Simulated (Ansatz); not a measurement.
# Re: one contact scaled

The task here is to estimate one member of a computed series from the others.

Method: DFT, r2SCAN, PAW with Ansatz's default frozen-core files, scalar-relativistic, in Ansatz 0.2.0.

4 further runs of the same task are left out: 4 that didn't finish.

**The structure to begin with**

It takes space group P6_3/mmc (No. 194, hexagonal). The conventional cell has a = 2.773 Å, b = 2.773 Å, c = 4.492 Å, α = 90.00°, β = 90.00°, γ = 120.00°. Re (site symmetry -6m2) is surrounded by 12 Re at 2.76 to 2.77 Å.

Coordinates:

```
CELL_PARAMETERS angstrom
2.77283 0.00000 0.00000
-1.38642 2.40134 0.00000
0.00000 0.00000 4.49199
ATOMIC_POSITIONS crystal
Re 0.33333 0.66667 0.25000
Re 0.66667 0.33333 0.75000
```

Atoms are numbered in the order of the input: Re1, Re2.

Set-up of the first run:

Contents of input.yaml:

```yaml
crystal:
  lattice:
    - [2.7728322014, 0.0, 0.0]
    - [-1.3864161007, 2.4013431268, 0.0]
    - [0.0, 0.0, 4.4919881662]
  atoms:
    - { symbol: Re, position: [0.3333333333, 0.6666666667, 0.25] }
    - { symbol: Re, position: [0.6666666667, 0.3333333333, 0.75] }
kpoints:
  mp_grid: { grid: [12, 12, 7] }
scf:
  occupations: { method: fermi_dirac, width: 0.05 }
hamiltonian:
  xc: r2scan
  pseudopotentials: { kind: paw }
output:
  forces: true
  stress: true
  eigenvalues: true
  efg: { contact_densities: true }
  populations: true
```

Started as:

```bash
$ ansatz run input.yaml --threads 1 --pin off --max-ram 2048MiB --backend cpu --events-out ev --progress --plain --runs-dir out
```

Among the steps run: Shortest bond scaled by 1, PAW; Shortest bond scaled by 0.94, PAW; Shortest bond scaled by 0.76, PAW; Shortest bond scaled by 0.64, PAW; Shortest bond scaled by 0.58, PAW; Shortest bond scaled by 0.58, PAW (cutoff 1000 eV).

One table of the session follows, with a row left open; its other results are not shown here.

```
              method  length (Å)  F from the given length (eV/cell)  force along the bond (eV/Å)  pressure (GPa)  largest force (eV/Å)
                 PAW       1.600                             20.890                       83.889          311.84                84.182
                 PAW       1.765                             10.914                       42.899          185.07                43.473
                 PAW       2.096                                  ?                            ?               ?                     ?
                 PAW       2.593                              0.051                        0.883           -3.32                 0.884
                 PAW       2.758                              0.000                        0.000           -6.47                 0.000
PAW (cutoff 1000 eV)       1.600                                  –                       83.880          311.80                84.172
```

**Question.** Estimate the row for PAW, 2.096.

**Answer.** F from the given length (eV/cell): 2.729; force along the bond (eV/Å): 12.409; pressure (GPa): 60.44; largest force (eV/Å): 12.824.

Caveats from the session: Warnings in the runs' records: gradients without spin orbit.
